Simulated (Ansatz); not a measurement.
# Al2O3: the cost of one run

Program: Ansatz 0.2.0. Level of theory: DFT PBE, scalar-relativistic, plane waves, PAW. These are calculated values, not measurements.

**1. The structure to begin with**

It takes space group R-3c (No. 167, trigonal). Conventional cell: a = 4.761 Å, b = 4.761 Å, c = 12.996 Å, α = 90.00°, β = 90.00°, γ = 120.00°. Around Al (site symmetry 3) lie 6 O at 1.85 to 1.97 Å. O (site symmetry 2) is surrounded by 4 Al at 1.85 to 1.97 Å.

Coordinates:

```xyz
40
Lattice="-4.7605 -2.7485 4.3319 4.7605 -2.7485 4.3319 0.0000 5.4970 4.3319" Properties=species:S:1:pos:R:3 pbc="T T T"
Al    0.0000    0.0000    4.5765
Al    0.0000   -2.7485    8.9084
Al   -2.3803    1.3742    8.9084
Al    2.3803    1.3742    8.9084
Al    0.0000    0.0000    1.9213
Al    0.0000   -2.7485    6.2531
Al   -2.3802    1.3742    6.2531
Al    2.3803    1.3742    6.2531
Al   -2.3802   -1.3742    4.0872
Al    2.3803   -1.3742    4.0872
Al    0.0000    2.7485    4.0872
Al    0.0000    0.0000    8.4191
Al   -2.3803   -1.3742    6.7425
Al    2.3803   -1.3742    6.7425
Al    0.0000    2.7485    6.7425
Al    0.0000    0.0000   11.0743
O     1.4600    0.0000    3.2489
O     1.4600   -2.7485    7.5808
O    -0.9203    1.3742    7.5808
O     3.8402    1.3742    7.5808
O    -0.7300    1.2644    3.2489
O    -0.7300   -1.4841    7.5808
O    -3.1102    2.6386    7.5808
O     1.6503    2.6386    7.5808
O    -0.7300   -1.2644    3.2489
O    -0.7300   -4.0128    7.5808
O    -3.1102    0.1099    7.5808
O     1.6503    0.1099    7.5808
O    -3.8402   -1.3742    5.4148
O     0.9203   -1.3742    5.4148
O    -1.4600    2.7485    5.4148
O    -1.4600    0.0000    9.7467
O    -1.6503   -2.6386    5.4148
O     3.1102   -2.6386    5.4148
O     0.7300    1.4841    5.4148
O     0.7300   -1.2644    9.7467
O    -1.6503   -0.1099    5.4148
O     3.1102   -0.1099    5.4148
O     0.7300    4.0128    5.4148
O     0.7300    1.2644    9.7467
```

The runs take a perfect supercell of 40 atoms; the defect goes to fractional position (0.352, 0.352, 0.352).

**2. The perfect supercell**

File input.yaml:

```yaml
crystal:
  lattice:
    - [-4.7605, -2.748476, 4.331867]
    - [4.7605, -2.748476, 4.331867]
    - [0.0, 5.496952, 4.331867]
  atoms:
    - { symbol: Al, position: [0.35216, 0.35216, 0.35216] }
    - { symbol: Al, position: [0.85216, 0.85216, 0.35216] }
    - { symbol: Al, position: [0.85216, 0.35216, 0.85216] }
    - { symbol: Al, position: [0.35216, 0.85216, 0.85216] }
    - { symbol: Al, position: [0.14784, 0.14784, 0.14784] }
    - { symbol: Al, position: [0.64784, 0.64784, 0.14784] }
    - { symbol: Al, position: [0.64784, 0.14784, 0.64784] }
    - { symbol: Al, position: [0.14784, 0.64784, 0.64784] }
    - { symbol: Al, position: [0.64784, 0.14784, 0.14784] }
    - { symbol: Al, position: [0.14784, 0.64784, 0.14784] }
    - { symbol: Al, position: [0.14784, 0.14784, 0.64784] }
    - { symbol: Al, position: [0.64784, 0.64784, 0.64784] }
    - { symbol: Al, position: [0.85216, 0.35216, 0.35216] }
    - { symbol: Al, position: [0.35216, 0.85216, 0.35216] }
    - { symbol: Al, position: [0.35216, 0.35216, 0.85216] }
    - { symbol: Al, position: [0.85216, 0.85216, 0.85216] }
    - { symbol: O, position: [0.09666, 0.40334, 0.25] }
    - { symbol: O, position: [0.59666, 0.90334, 0.25] }
    - { symbol: O, position: [0.59666, 0.40334, 0.75] }
    - { symbol: O, position: [0.09666, 0.90334, 0.75] }
    - { symbol: O, position: [0.25, 0.09666, 0.40334] }
    - { symbol: O, position: [0.75, 0.59666, 0.40334] }
    - { symbol: O, position: [0.75, 0.09666, 0.90334] }
    - { symbol: O, position: [0.25, 0.59666, 0.90334] }
    - { symbol: O, position: [0.40334, 0.25, 0.09666] }
    - { symbol: O, position: [0.90334, 0.75, 0.09666] }
    - { symbol: O, position: [0.90334, 0.25, 0.59666] }
    - { symbol: O, position: [0.40334, 0.75, 0.59666] }
    - { symbol: O, position: [0.90334, 0.09666, 0.25] }
    - { symbol: O, position: [0.40334, 0.59666, 0.25] }
    - { symbol: O, position: [0.40334, 0.09666, 0.75] }
    - { symbol: O, position: [0.90334, 0.59666, 0.75] }
    - { symbol: O, position: [0.75, 0.40334, 0.09666] }
    - { symbol: O, position: [0.25, 0.90334, 0.09666] }
    - { symbol: O, position: [0.25, 0.40334, 0.59666] }
    - { symbol: O, position: [0.75, 0.90334, 0.59666] }
    - { symbol: O, position: [0.59666, 0.25, 0.40334] }
    - { symbol: O, position: [0.09666, 0.75, 0.40334] }
    - { symbol: O, position: [0.09666, 0.25, 0.90334] }
    - { symbol: O, position: [0.59666, 0.75, 0.90334] }
basis:
  ecutwfc: 420
  fft_grid_basis: typed
kpoints:
  mp_grid: { grid: [3, 3, 3] }
hamiltonian:
  xc: pbe
  pseudopotentials: { kind: paw }
scf:
  occupations: { method: gaussian, width: 0.05 }
output:
  forces: true
  stress: false
  eigenvalues: true
  bader: false
  write_density: true
  volumetric_format: npy
```

Run with:

```
> ansatz run input.yaml --threads 4 --pin off --max-ram 10240MiB --backend cpu --events-out ev --progress --plain --runs-dir out
```

**Question.** How long does this run take on 4 threads of Intel Xeon Platinum 8488C (Sapphire Rapids), shared host, and how much memory does it need?

About 5.8 s, with a peak of 1.3 GiB.
